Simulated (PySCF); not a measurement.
# [OsO3(H2O)2]2+: other functionals and bases at one geometry

An exercise on one series of results from a longer session: the logs are not shown, and one member is left open.

Computed with PySCF 2.14.0. Level: several levels, as the steps say, no spin–orbit coupling.

3 further runs of the same task are left out: 2 for a known fault of the program, 1 that didn't finish.

## Starting geometry

10 atoms, charge 2, spin multiplicity 1.

Bond lengths: Os1–O2 1.708 Å, Os1–O3 1.716 Å, Os1–O4 1.718 Å, Os1–O5 2.069 Å, Os1–O8 2.069 Å, O5–H6 0.997 Å, O5–H7 0.997 Å, O8–H9 0.997 Å, O8–H10 0.997 Å. Angles: O2–Os1–O3 117.3°, O2–Os1–O4 118.3°, O2–Os1–O5 93.7°, O2–Os1–O8 93.7°, O3–Os1–O4 124.4°, O3–Os1–O5 88.6°, O3–Os1–O8 88.6°, O4–Os1–O5 87.9°, O4–Os1–O8 87.9°, O5–Os1–O8 172.5°, Os1–O5–H6 123.7°, Os1–O5–H7 124.0°, H6–O5–H7 110.9°, Os1–O8–H9 124.0°, Os1–O8–H10 123.7°, H9–O8–H10 110.9°.

Coordinates:

```
Os    0.0284    0.0000    0.0334
O    -0.7723    0.0000    1.5426
O    -0.9502    0.0000   -1.3767
O     1.7460    0.0000    0.0241
O     0.1031    2.0649   -0.0793
H     0.8375    2.6136    0.3119
H    -0.6728    2.6381   -0.3309
O     0.1031   -2.0649   -0.0793
H    -0.6728   -2.6381   -0.3309
H     0.8375   -2.6136    0.3119
```

Formal oxidation states: Os +8. An earlier session relaxed this geometry at BP86, Os def2-SVP with ECP60, O def2-SVP, H def2-SVP (singlet, point group Cs).

At BP86 on the finer grid: E = -468.302512 Eh, HOMO -19.95 eV, LUMO -17.37 eV, Mulliken charge on Os1 +1.28 e, largest force component 0.032 eV/Å. 

Levels to run: M06-L; BLYP; TPSS; CAM-B3LYP; BP86, TZVP; BP86, x2c-SVP. Hardware: 2 threads of Arm Neoverse V1, shared host.

Set-up of the first run:

Input file run.py (the lines that set the calculation):

```python
mol = gto.M(atom='''
Os     0.02835     0.00000     0.03343
O     -0.77232     0.00000     1.54262
O     -0.95016     0.00000    -1.37669
O      1.74604     0.00000     0.02406
O      0.10310     2.06492    -0.07928
H      0.83753     2.61364     0.31193
H     -0.67281     2.63807    -0.33092
O      0.10310    -2.06492    -0.07928
H     -0.67281    -2.63807    -0.33092
H      0.83753    -2.61364     0.31193''',
    basis={'Os': 'def2-SVP', 'O': 'def2-SVP', 'H': 'def2-SVP'},
    ecp={'Os': 'def2-SVP'},
    charge=2, spin=0)
mf = dft.RKS(mol, xc='M06L')
mf.grids.atom_grid = (75, 302)
mf = mf.density_fit()  # fitting sets: Os def2-universal-JKFIT, O def2-universal-JKFIT, H def2-universal-JKFIT
mf.conv_tol = 1e-08; mf.max_cycle = 55
mf.kernel(dm0)  # dm0: the density of the relaxed state
```

Started as:

```
OMP_NUM_THREADS=2 python run.py
```

Among the steps run: M06-L; BLYP; TPSS; CAM-B3LYP; BP86, TZVP; BP86, x2c-SVP.

One table of the session follows, with a row left open; its other results are not shown here.

```
              level  HOMO (eV)  gap (eV)  charge on Os1 (e)  dipole (D)  largest force component (eV/Å)
BP86 (relaxed here)     -19.95      2.58               1.28        0.23                            0.03
              M06-L     -20.43      2.96               1.64        0.27                            0.84
               BLYP     -19.68      2.56               1.28        0.23                            0.50
               TPSS     -20.00      2.74               1.38        0.23                            0.15
          CAM-B3LYP     -22.81      7.21               1.41        0.29                            2.17
         BP86, TZVP     -19.77      2.60               1.48        0.22                            0.32
      BP86, x2c-SVP          ?         ?                  ?           ?                               ?
```

Estimate the missing values for BP86, x2c-SVP.

The run gave: HOMO (eV): -20.07; gap (eV): 2.49; charge on Os1 (e): 1.03; dipole (D): 0.23; largest force component (eV/Å): 0.71. In the column «HOMO (eV)» it lies between M06-L (-20.43) and TPSS (-20.00).

The dipole of a charged species depends on the origin, so these sizes hold for this origin alone.

In one basis the HOMO–LUMO gap runs from 2.56 eV (BLYP) to 7.21 eV (CAM-B3LYP). The largest leftover force, 2.17 eV/Å with CAM-B3LYP, stands at a geometry relaxed at another level. Total energies of different levels can't be compared.
